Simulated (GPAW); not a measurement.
The system is NaTm.

```
Tm Na
1.0
     3.43272    0.00000    0.00000
    -1.71636    2.97282    0.00000
     0.00000    0.00000    6.21960
Tm Na
1 1
Direct
  0.66667 0.33333 0.00000
  0.00000 0.00000 0.50000
```

The cell comes from a database or a generator and needn't be the stable form of this composition.

Base run:

| Item | Value |
| --- | --- |
| Program | GPAW 26.7.0 |
| Functional | PBE |
| Potentials or basis | GPAW PAW data sets (gpaw-data 1.2.1) |
| Cutoff | 800 eV |
| Basis | pw |
| k mesh | 9 × 9 × 5 |
| Occupations | fermi-dirac, width 0.05 eV |
| Spin | collinear spin, ferromagnetic start |
| Starting moments | [2.0, 0.0] μB |

Its results: band gap on the k mesh none (metal or under the smearing width); pressure 2.9 GPa; net moment 1.09 μB per cell; site moments Tm +1.17; Na -0.00 μB.

Task: The run is repeated on the same cell with these changes: occupations from fermi-dirac, width 0.05 eV to gaussian, width 0.02 eV. What comes out?

Result: Band gap on the k mesh none (metal or under the smearing width); pressure 2.8 GPa; net moment 0.98 μB per cell; site moments Tm +1.14; Na -0.00 μB.

Caveats: one-centre terms of the f shell are cut off; the magnetic or orbital state may not be the lowest; spin-orbit coupling is left out, which moves the levels of the heavy elements; without U or exact exchange the open f shell lies at the Fermi level, which spoils levels, moments and volumes.

Not every run made on this cell is shown here.
